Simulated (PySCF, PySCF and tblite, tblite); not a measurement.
# C3H8GeO: a scan of pseudorotation, part 2 of 3

PySCF and tblite. Atoms count from 0.

### 9 Shieldings, coordinate held at 36.5: PBE0/pcSseg-1

The job: settings as JSON, then the geometry in Å.

```
{"job": {"kind": "nmr", "xc": "PBE0", "basis": "pcSseg-1", "every": 2, "pop": false}, "charge": 0, "multiplicity": 1}
C     -1.345914     0.134040     0.162657
C     -0.285765     1.221224    -0.099809
Ge     1.357288     0.173885    -0.464423
C      0.413009    -1.403283     0.289687
O     -0.899474    -1.165760    -0.169290
H     -2.245450     0.288288    -0.433839
H     -1.626399     0.147494     1.227240
H     -0.581124     1.849240    -0.938320
H     -0.173418     1.867033     0.769679
H      2.595307     0.674179     0.233699
H      1.646060     0.035735    -1.930657
H      0.448988    -1.429952     1.387331
H      0.705131    -2.378917    -0.092185
```

Log:

```text
coarse grid: 47912 points
cycle   1  E = -2270.5031997058  dE = -1.427e-01  |g| = 9.928e-01  |ddm| = 3.239e+00
cycle   2  E = -2270.3900530375  dE =  1.131e-01  |g| = 1.216e+00  |ddm| = 1.495e+00
cycle   3  E = -2270.5942678489  dE = -2.042e-01  |g| = 2.024e-01  |ddm| = 1.133e+00
cycle   4  E = -2270.6011929070  dE = -6.925e-03  |g| = 6.573e-02  |ddm| = 1.828e-01
cycle   5  E = -2270.6017358374  dE = -5.429e-04  |g| = 1.093e-02  |ddm| = 5.070e-02
cycle   6  E = -2270.6017600188  dE = -2.418e-05  |g| = 3.582e-03  |ddm| = 1.173e-02
cycle   7  E = -2270.6017630472  dE = -3.028e-06  |g| = 6.110e-04  |ddm| = 3.313e-03
final grid: 100848 points
cycle   8  E = -2270.6017898591  dE = -2.237e-08  |g| = 6.796e-04  |ddm| = 1.640e-03
cycle   9  E = -2270.6017898069  dE =  5.218e-08  |g| = 8.683e-04  |ddm| = 1.251e-03
cycle  10  E = -2270.6017899562  dE = -1.493e-07  |g| = 5.584e-05  |ddm| = 6.571e-04
cycle  11  E = -2270.6017899568  dE = -6.212e-10  |g| = 1.969e-05  |ddm| = 6.522e-05
converged SCF energy = -2270.6017899568

GIAO shielding tensors (ppm)
atom      isotropic    diamagn.    paramagn.     s11        s22        s33       span
  0 C      115.421     243.386    -127.965     71.823    106.253    168.187     96.364
  1 C      175.000     251.957     -76.957    146.057    178.995    199.948     53.891
  2 Ge    1480.899    2755.234   -1274.335   1382.695   1486.175   1573.827    191.132
  3 C      125.859     248.194    -122.335     85.077    110.384    182.116     97.039
  4 O      276.395     395.829    -119.434    203.623    257.089    368.472    164.849
  5 H       27.320      29.130      -1.810     21.530     26.780     33.650     12.120
  6 H       28.192      29.688      -1.495     21.626     27.720     35.230     13.604
  7 H       30.276      30.485      -0.209     24.849     27.464     38.514     13.665
  8 H       30.604      30.686      -0.082     25.157     27.669     38.986     13.828
  9 H       27.353      28.840      -1.487     21.040     21.312     39.708     18.667
 10 H       27.949      29.107      -1.158     21.535     21.844     40.467     18.931
 11 H       28.626      29.793      -1.167     22.543     26.961     36.374     13.831
 12 H       27.361      29.207      -1.846     22.721     25.998     33.364     10.644
```

Wall time 8.1 s (1 thread of AMD EPYC 9R45, shared host); peak memory 0.81 GiB.

In short: HOMO -6.99 eV, LUMO 0.87 eV; dipole 1.26 D.

### 10 Shieldings, coordinate held at 107.5: PBE0/pcSseg-1

The job: settings as JSON, then the geometry in Å.

```
{"job": {"kind": "nmr", "xc": "PBE0", "basis": "pcSseg-1", "every": 2, "pop": false}, "charge": 0, "multiplicity": 1}
C     -1.257558     0.199967     0.484819
C     -0.442383     1.131266    -0.410439
Ge     1.338344     0.294495    -0.246186
C      0.416364    -1.447548     0.021665
O     -0.950004    -1.164131     0.274340
H     -2.331527     0.283225     0.303492
H     -1.064771     0.457439     1.539513
H     -0.797273     1.078096    -1.439741
H     -0.530354     2.158392    -0.067253
H      2.120570     0.756047     0.953468
H      2.226763     0.370302    -1.455200
H      0.824072    -2.028181     0.859043
H      0.468225    -2.080962    -0.869713
```

Log:

```text
coarse grid: 47912 points
cycle   1  E = -2270.5001727474  dE = -1.426e-01  |g| = 9.979e-01  |ddm| = 3.225e+00
cycle   2  E = -2270.3947146649  dE =  1.055e-01  |g| = 1.206e+00  |ddm| = 1.433e+00
cycle   3  E = -2270.5945042088  dE = -1.998e-01  |g| = 1.822e-01  |ddm| = 1.055e+00
cycle   4  E = -2270.6000266509  dE = -5.522e-03  |g| = 6.388e-02  |ddm| = 1.571e-01
cycle   5  E = -2270.6005362518  dE = -5.096e-04  |g| = 9.592e-03  |ddm| = 4.594e-02
cycle   6  E = -2270.6005545252  dE = -1.827e-05  |g| = 3.180e-03  |ddm| = 1.015e-02
cycle   7  E = -2270.6005569138  dE = -2.389e-06  |g| = 5.727e-04  |ddm| = 2.964e-03
final grid: 100848 points
cycle   8  E = -2270.6005334927  dE = -2.714e-09  |g| = 6.848e-04  |ddm| = 1.546e-03
cycle   9  E = -2270.6005334339  dE =  5.882e-08  |g| = 8.796e-04  |ddm| = 1.255e-03
cycle  10  E = -2270.6005335935  dE = -1.596e-07  |g| = 5.406e-05  |ddm| = 6.703e-04
cycle  11  E = -2270.6005335940  dE = -5.662e-10  |g| = 1.672e-05  |ddm| = 5.769e-05
converged SCF energy = -2270.6005335940

GIAO shielding tensors (ppm)
atom      isotropic    diamagn.    paramagn.     s11        s22        s33       span
  0 C      112.970     243.920    -130.950     67.107    108.321    163.483     96.376
  1 C      171.636     251.328     -79.692    154.480    171.042    189.387     34.907
  2 Ge    1467.507    2756.018   -1288.511   1375.027   1461.040   1566.455    191.428
  3 C      130.612     245.779    -115.167     87.688    110.481    193.666    105.978
  4 O      297.789     395.210     -97.420    231.115    268.101    394.152    163.037
  5 H       27.223      28.713      -1.491     21.586     26.509     33.574     11.988
  6 H       28.155      30.049      -1.894     22.358     26.968     35.139     12.780
  7 H       30.635      30.534       0.101     25.381     27.385     39.140     13.758
  8 H       30.577      30.173       0.404     25.809     27.260     38.660     12.851
  9 H       27.640      29.298      -1.659     21.303     21.676     39.939     18.636
 10 H       27.458      29.102      -1.643     21.100     21.409     39.866     18.765
 11 H       27.705      28.741      -1.036     22.181     26.553     34.382     12.201
 12 H       27.779      29.031      -1.252     22.080     26.485     34.771     12.691
```

It took 8.1 s on 1 thread of AMD EPYC 9R45, shared host; peak memory 0.81 GiB.

This run: HOMO -7.14 eV, LUMO 0.84 eV; dipole 1.39 D.

### 11 Shieldings, coordinate held at 180.2: PBE0/pcSseg-1

The job: settings as JSON, then the geometry in Å.

```
{"job": {"kind": "nmr", "xc": "PBE0", "basis": "pcSseg-1", "every": 2, "pop": false}, "charge": 0, "multiplicity": 1}
C     -1.269806     0.203377     0.508780
C     -0.399118     1.102704    -0.374622
Ge     1.388364     0.270836    -0.241296
C      0.422812    -1.439136     0.037313
O     -0.698580    -1.069257     0.807875
H     -2.245206     0.031062     0.032242
H     -1.449279     0.676578     1.478844
H     -0.735021     1.055969    -1.412054
H     -0.474607     2.137145    -0.049218
H      2.176142     0.723885     0.954259
H      2.238638     0.399212    -1.473665
H      0.943610    -2.206534     0.608281
H      0.113959    -1.879422    -0.923414
```

Log:

```text
coarse grid: 47912 points
cycle   1  E = -2270.4972366419  dE = -1.479e-01  |g| = 9.982e-01  |ddm| = 3.229e+00
cycle   2  E = -2270.3822362101  dE =  1.150e-01  |g| = 1.225e+00  |ddm| = 1.510e+00
cycle   3  E = -2270.5905951143  dE = -2.084e-01  |g| = 1.981e-01  |ddm| = 1.135e+00
cycle   4  E = -2270.5972158089  dE = -6.621e-03  |g| = 6.536e-02  |ddm| = 1.750e-01
cycle   5  E = -2270.5977496029  dE = -5.338e-04  |g| = 1.093e-02  |ddm| = 4.954e-02
cycle   6  E = -2270.5977736485  dE = -2.405e-05  |g| = 3.486e-03  |ddm| = 1.163e-02
cycle   7  E = -2270.5977765116  dE = -2.863e-06  |g| = 6.387e-04  |ddm| = 3.281e-03
final grid: 100848 points
cycle   8  E = -2270.5977803935  dE = -1.389e-08  |g| = 7.380e-04  |ddm| = 1.754e-03
cycle   9  E = -2270.5977803288  dE =  6.468e-08  |g| = 9.368e-04  |ddm| = 1.375e-03
cycle  10  E = -2270.5977805122  dE = -1.834e-07  |g| = 5.430e-05  |ddm| = 7.331e-04
cycle  11  E = -2270.5977805128  dE = -6.216e-10  |g| = 1.908e-05  |ddm| = 6.410e-05
converged SCF energy = -2270.5977805128

GIAO shielding tensors (ppm)
atom      isotropic    diamagn.    paramagn.     s11        s22        s33       span
  0 C      115.000     242.112    -127.112     68.027    108.200    168.773    100.746
  1 C      174.096     251.734     -77.638    151.054    178.192    193.043     41.989
  2 Ge    1480.560    2755.758   -1275.198   1389.316   1487.160   1565.204    175.888
  3 C      127.135     246.722    -119.587     83.934    114.921    182.551     98.617
  4 O      296.471     395.392     -98.921    209.103    266.699    413.611    204.509
  5 H       27.366      28.778      -1.412     21.334     26.967     33.796     12.462
  6 H       27.567      29.377      -1.810     21.545     26.917     34.238     12.692
  7 H       30.425      30.866      -0.442     24.872     27.574     38.828     13.955
  8 H       30.329      30.193       0.136     25.440     27.126     38.421     12.981
  9 H       27.833      29.199      -1.366     21.592     21.678     40.230     18.638
 10 H       27.442      29.051      -1.609     21.024     21.502     39.799     18.775
 11 H       27.380      28.837      -1.457     22.580     26.162     33.398     10.818
 12 H       28.182      29.505      -1.323     22.016     26.587     35.943     13.927
```

Wall time 8.1 s (1 thread of AMD EPYC 9R45, shared host); peak memory 0.81 GiB.

Key values: HOMO -6.83 eV, LUMO 0.87 eV; dipole 1.43 D.

### 12 Shieldings, coordinate held at 251.8: PBE0/pcSseg-1

The job: settings as JSON, then the geometry in Å.

```
{"job": {"kind": "nmr", "xc": "PBE0", "basis": "pcSseg-1", "every": 2, "pop": false}, "charge": 0, "multiplicity": 1}
C     -1.320685     0.126214     0.216718
C     -0.324488     1.255282    -0.072118
Ge     1.324043     0.219011    -0.441136
C      0.429023    -1.398142     0.321289
O     -0.709535    -0.887385     0.978473
H     -1.691252    -0.293844    -0.731608
H     -2.173212     0.468891     0.806040
H     -0.673925     1.881529    -0.889201
H     -0.201531     1.879793     0.812176
H      2.542325     0.707777     0.292086
H      1.678773     0.098917    -1.899944
H      1.006102    -1.947298     1.063171
H      0.130721    -2.097086    -0.473949
```

Log:

```text
coarse grid: 47912 points
cycle   1  E = -2270.5063065454  dE = -1.379e-01  |g| = 9.922e-01  |ddm| = 3.231e+00
cycle   2  E = -2270.3958301368  dE =  1.105e-01  |g| = 1.210e+00  |ddm| = 1.442e+00
cycle   3  E = -2270.5976696303  dE = -2.018e-01  |g| = 1.946e-01  |ddm| = 1.087e+00
cycle   4  E = -2270.6040891937  dE = -6.420e-03  |g| = 6.451e-02  |ddm| = 1.696e-01
cycle   5  E = -2270.6046035465  dE = -5.144e-04  |g| = 1.027e-02  |ddm| = 4.743e-02
cycle   6  E = -2270.6046246438  dE = -2.110e-05  |g| = 3.428e-03  |ddm| = 1.114e-02
cycle   7  E = -2270.6046274530  dE = -2.809e-06  |g| = 5.888e-04  |ddm| = 3.153e-03
final grid: 100848 points
cycle   8  E = -2270.6046397470  dE = -5.133e-08  |g| = 6.905e-04  |ddm| = 2.013e-03
cycle   9  E = -2270.6046396927  dE =  5.432e-08  |g| = 8.858e-04  |ddm| = 1.261e-03
cycle  10  E = -2270.6046398464  dE = -1.537e-07  |g| = 5.415e-05  |ddm| = 6.675e-04
cycle  11  E = -2270.6046398470  dE = -5.903e-10  |g| = 1.912e-05  |ddm| = 6.314e-05
converged SCF energy = -2270.6046398470

GIAO shielding tensors (ppm)
atom      isotropic    diamagn.    paramagn.     s11        s22        s33       span
  0 C      113.333     245.236    -131.902     72.454    103.859    163.687     91.234
  1 C      171.578     251.260     -79.682    150.058    171.117    193.559     43.501
  2 Ge    1475.226    2755.504   -1280.277   1373.787   1470.916   1580.976    207.189
  3 C      127.001     247.164    -120.163     86.423    105.894    188.687    102.264
  4 O      279.058     396.037    -116.978    223.557    259.363    354.255    130.698
  5 H       28.728      30.362      -1.634     22.865     27.427     35.891     13.026
  6 H       27.262      29.012      -1.749     21.738     26.429     33.620     11.882
  7 H       30.570      30.297       0.273     25.600     27.405     38.706     13.107
  8 H       30.585      30.459       0.125     25.002     27.572     39.180     14.178
  9 H       27.661      28.998      -1.337     21.295     21.508     40.181     18.886
 10 H       27.619      29.081      -1.462     21.412     21.524     39.920     18.508
 11 H       27.431      29.075      -1.644     22.563     26.203     33.527     10.964
 12 H       28.283      29.369      -1.086     21.940     27.144     35.766     13.826
```

It took 7.9 s on 1 thread of AMD EPYC 9R45, shared host; peak memory 0.82 GiB.

In short: HOMO -7.10 eV, LUMO 0.92 eV; dipole 1.15 D.

### 13 Shieldings, coordinate held at 323.9: PBE0/pcSseg-1

The job: settings as JSON, then the geometry in Å.

```
{"job": {"kind": "nmr", "xc": "PBE0", "basis": "pcSseg-1", "every": 2, "pop": false}, "charge": 0, "multiplicity": 1}
C     -1.378430     0.150542     0.071448
C     -0.282841     1.213451     0.042443
Ge     1.289152     0.173570    -0.546921
C      0.475177    -1.377725     0.381028
O     -0.922095    -1.161522     0.389187
H     -1.859652     0.097601    -0.916279
H     -2.152026     0.393935     0.807628
H     -0.585536     2.044189    -0.588517
H     -0.099551     1.599627     1.046883
H      2.613093     0.628075    -0.004455
H      1.402066     0.028560    -2.039267
H      0.844913    -1.437304     1.416178
H      0.651982    -2.349819    -0.085265
```

Log:

```text
coarse grid: 47912 points
cycle   1  E = -2270.4964954858  dE = -1.487e-01  |g| = 1.000e+00  |ddm| = 3.227e+00
cycle   2  E = -2270.3875095274  dE =  1.090e-01  |g| = 1.216e+00  |ddm| = 1.467e+00
cycle   3  E = -2270.5913409143  dE = -2.038e-01  |g| = 1.861e-01  |ddm| = 1.084e+00
cycle   4  E = -2270.5971175084  dE = -5.777e-03  |g| = 6.432e-02  |ddm| = 1.611e-01
cycle   5  E = -2270.5976347662  dE = -5.173e-04  |g| = 1.003e-02  |ddm| = 4.711e-02
cycle   6  E = -2270.5976547763  dE = -2.001e-05  |g| = 3.243e-03  |ddm| = 1.055e-02
cycle   7  E = -2270.5976572538  dE = -2.477e-06  |g| = 6.032e-04  |ddm| = 3.056e-03
final grid: 100848 points
cycle   8  E = -2270.5976416470  dE = -2.108e-08  |g| = 7.038e-04  |ddm| = 1.808e-03
cycle   9  E = -2270.5976415849  dE =  6.208e-08  |g| = 9.000e-04  |ddm| = 1.295e-03
cycle  10  E = -2270.5976417552  dE = -1.702e-07  |g| = 5.359e-05  |ddm| = 6.934e-04
cycle  11  E = -2270.5976417557  dE = -5.748e-10  |g| = 1.747e-05  |ddm| = 5.934e-05
converged SCF energy = -2270.5976417557

GIAO shielding tensors (ppm)
atom      isotropic    diamagn.    paramagn.     s11        s22        s33       span
  0 C      113.146     242.458    -129.312     64.929    107.399    167.108    102.179
  1 C      173.036     251.567     -78.532    153.649    175.299    190.159     36.509
  2 Ge    1470.455    2755.933   -1285.478   1374.592   1470.000   1566.773    192.181
  3 C      128.992     245.866    -116.875     85.170    112.474    189.331    104.161
  4 O      304.483     395.184     -90.701    215.504    275.366    422.580    207.077
  5 H       27.730      29.591      -1.860     21.703     26.919     34.569     12.866
  6 H       27.173      28.565      -1.392     21.475     26.675     33.369     11.894
  7 H       30.469      30.131       0.338     25.687     27.154     38.567     12.881
  8 H       30.427      30.710      -0.283     24.958     27.430     38.894     13.936
  9 H       27.462      29.144      -1.682     21.041     21.555     39.791     18.750
 10 H       27.644      29.217      -1.573     21.410     21.548     39.973     18.563
 11 H       27.898      29.209      -1.311     21.766     26.525     35.402     13.636
 12 H       27.472      28.630      -1.158     22.438     26.295     33.684     11.247
```

Wall time 7.8 s (1 thread of AMD EPYC 9R45, shared host); peak memory 0.82 GiB.

In short: HOMO -6.90 eV, LUMO 0.85 eV; dipole 1.49 D.

### 14 Couplings, coordinate held at 0.2: B3LYP/pcseg-1+pcJ-1

The job: settings as JSON, then the geometry in Å.

```
{"job": {"kind": "j", "xc": "B3LYP", "basis": {"default": "pcseg-1", "H": "pcJ-1"}, "nuclei": ["H"], "every": 4, "pop": false}, "charge": 0, "multiplicity": 1}
C     -1.378781     0.139494     0.071595
C     -0.271563     1.196479     0.014181
Ge     1.316193     0.161644    -0.546227
C      0.464027    -1.378617     0.367634
O     -0.910509    -1.207832     0.103688
H     -2.019998     0.204460    -0.812945
H     -2.010708     0.295961     0.957174
H     -0.565877     2.017038    -0.634656
H     -0.089473     1.610033     1.007518
H      2.621565     0.664747     0.004476
H      1.437534    -0.001170    -2.034046
H      0.667238    -1.351582     1.449351
H      0.721531    -2.371621     0.002103
```

Log:

```text
coarse grid: 47912 points
cycle   1  E = -2271.0413597451  dE = -1.538e-01  |g| = 5.904e-01  |ddm| = 3.212e+00
cycle   2  E = -2270.9125338654  dE =  1.288e-01  |g| = 9.801e-01  |ddm| = 1.681e+00
cycle   3  E = -2271.1146123335  dE = -2.021e-01  |g| = 9.296e-02  |ddm| = 1.162e+00
cycle   4  E = -2271.1159137361  dE = -1.301e-03  |g| = 4.488e-02  |ddm| = 1.112e-01
cycle   5  E = -2271.1163912925  dE = -4.776e-04  |g| = 1.010e-02  |ddm| = 4.737e-02
cycle   6  E = -2271.1164167691  dE = -2.548e-05  |g| = 2.087e-03  |ddm| = 1.125e-02
cycle   7  E = -2271.1164179671  dE = -1.198e-06  |g| = 3.553e-04  |ddm| = 2.717e-03
final grid: 100848 points
cycle   8  E = -2271.1163612528  dE = -4.503e-08  |g| = 4.432e-04  |ddm| = 1.686e-03
cycle   9  E = -2271.1163612234  dE =  2.942e-08  |g| = 5.662e-04  |ddm| = 8.500e-04
cycle  10  E = -2271.1163613013  dE = -7.792e-08  |g| = 2.609e-05  |ddm| = 4.690e-04
cycle  11  E = -2271.1163613014  dE = -1.246e-10  |g| = 1.166e-05  |ddm| = 3.482e-05
converged SCF energy = -2271.1163613014

Indirect spin-spin couplings (Hz)
  i      j    bonds     total        FC       PSO       DSO        SD
  5 H    6 H    2    -10.384   -10.300     1.713    -1.798         -
  5 H    7 H    3     10.138     9.438    -0.158     0.858         -
  5 H    8 H    3     11.060    11.563     1.596    -2.099         -
  5 H    9 H    4     -2.495    -0.205     0.770    -3.060         -
  5 H   11 H    4     -0.712    -0.096     1.485    -2.101         -
  5 H   12 H    4     -1.174    -0.716     1.173    -1.630         -
  6 H    7 H    3      1.216     1.319     0.994    -1.097         -
  6 H    8 H    3     13.441    12.764    -0.232     0.908         -
  6 H    9 H    4     -1.572    -0.092     0.698    -2.178         -
  6 H   10 H    4     -1.721    -0.370     0.939    -2.290         -
  6 H   11 H    4      0.186     0.009     0.195    -0.018         -
  6 H   12 H    4     -1.245    -0.696     1.416    -1.965         -
  7 H    8 H    2    -13.986   -14.591     2.080    -1.475         -
  7 H    9 H    3     -1.879    -0.183     0.528    -2.224         -
  7 H   10 H    3      1.752     2.223     0.115    -0.587         -
  7 H   11 H    4     -0.948    -0.116     1.075    -1.907         -
  7 H   12 H    4     -0.560     0.584     1.125    -2.270         -
  8 H    9 H    3      2.071     2.378    -0.032    -0.274         -
  8 H   10 H    3      6.208     9.336     0.894    -4.022         -
  8 H   11 H    4      0.818     0.324    -0.320     0.814         -
  8 H   12 H    4     -0.914     0.005     1.066    -1.985         -
  9 H   10 H    2     18.264    22.303     0.591    -4.630         -
  9 H   11 H    3     -1.103    -0.544     0.046    -0.604         -
  9 H   12 H    3     -1.475     0.339     0.532    -2.346         -
 10 H   11 H    3      6.205     9.306     0.911    -4.011         -
 10 H   12 H    3      0.562     1.100     0.143    -0.682         -
 11 H   12 H    2    -11.854   -12.316     1.842    -1.380         -
```

Wall time 8.7 s (1 thread of AMD EPYC 9R45, shared host); peak memory 0.83 GiB.

In short: HOMO -6.59 eV, LUMO 0.64 eV; dipole 1.40 D.

(Continued in part 3 of 3.)
